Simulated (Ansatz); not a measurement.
# BF2H3O: the cost of one run

Program: Ansatz 0.2.0. Level of theory: RKS r2SCANh/def2-SVP. These are calculated values, not measurements.

### 1 Starting point

Bond lengths: B1–F2 1.670 Å, B1–O3 1.410 Å, O3–H4 1.010 Å, B1–F5 1.320 Å. Angles: F2–B1–O3 120.0°, F2–B1–F5 120.0°, O3–B1–F5 120.0°, B1–O3–H4 109.5°.

Structure file:

```xyz
7

B     0.0000    0.0000    0.0000
F     0.0000    0.0000    1.6700
O     1.2211    0.0000   -0.7050
H     1.5209   -0.9519   -0.8599
F    -1.1431    0.0000   -0.6600
H     0.0668    1.4124    0.4698
H     0.0526    1.1131    1.3144
```

### 2 A restrained relaxation towards end A

Springs on the bonds that form and break draw the guess towards this end; the thresholds are loose.

File input.yaml:

```yaml
crystal:
  periodic: [false, false, false]
  atoms:
    - { symbol: B, position_ang: [0.0, 0.0, 0.0] }
    - { symbol: F, position_ang: [0.0, 0.0, 1.67] }
    - { symbol: O, position_ang: [1.2211, 0.0, -0.705] }
    - { symbol: H, position_ang: [1.5209, -0.9519, -0.8599] }
    - { symbol: F, position_ang: [-1.1431, 0.0, -0.66] }
    - { symbol: H, position_ang: [0.0668, 1.4124, 0.4698] }
    - { symbol: H, position_ang: [0.0526, 1.1131, 1.3144] }
basis:
  gaussian: { orbitals: def2-SVP }
hamiltonian:
  xc: r2scanh
relax:
  f_tol: 0.15
  max_steps: 25
  restrain:
    - { distance: [0, 5], at: 2.39, k: 30.0 }
    - { distance: [6, 1], at: 2.12, k: 30.0 }
    - { distance: [0, 1], at: 1.32, k: 30.0 }
    - { distance: [6, 5], at: 0.66, k: 30.0 }
```

Launch:

```bash
> ansatz run input.yaml --threads 2 --pin off --max-ram 3072MiB --backend cpu --events-out ev --progress --plain --runs-dir out
```

**Question.** How long does this run take on 2 threads of Arm Neoverse V2, shared host, and how much memory does it need?

About 20 s, with a peak of 0.15 GiB.
